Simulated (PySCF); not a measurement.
# C2H8BNSi: the cost of one run

The runs use PySCF 2.14.0, with density-fitted response routines of our own; the level of theory stands in each step. All values are computed, except where a source is named. Atoms are numbered from 0 throughout.

## 1. The starting structure

13 atoms, charge 0, multiplicity 1; geometry from: PBE0-D3(BJ)/def2-SVP.

Bonds of the start (Å): C0–C1 1.22, C1–Si2 1.87, Si2–B3 2.03, B3–N4 1.62, C0–H5 1.08, Si2–H6 1.50, Si2–H7 1.50, B3–H8 1.22, B3–H9 1.22, N4–H10 1.02, N4–H11 1.03, N4–H12 1.02.

## 2. NMR shieldings: PBE0/6-31G*

What the job is given:

```
{"job": {"kind": "nmr", "xc": "PBE0", "basis": "6-31G*", "pop": true}, "charge": 0, "multiplicity": 1}
C      2.109356    -1.380468    -0.614675
C      1.698093    -0.289710    -0.248789
Si     0.794657     1.252869     0.294561
B     -1.086232     0.588549     0.669356
N     -1.342129    -0.647535    -0.347041
H      2.534937    -2.316118    -0.933241
H      0.996659     2.221269    -0.837293
H      1.538620     1.811648     1.467234
H     -1.965283     1.414427     0.484923
H     -1.107916     0.113307     1.795124
H     -2.134503    -1.219021    -0.052183
H     -0.503345    -1.242735    -0.391152
H     -1.528335    -0.325982    -1.298167
```

Level: GIAO PBE0/6-31G* NMR shielding, non-relativistic, gas phase.

Command:

```bash
$ OMP_NUM_THREADS=1 python probes_run.py task.json out
```

One launch serves the whole session: the jobs run in the order shown.

**Question.** How long does this first job take on 1 thread of Arm Neoverse V1, shared host, and how much memory does it need?

About 8 s, with a peak of 0.49 GiB.
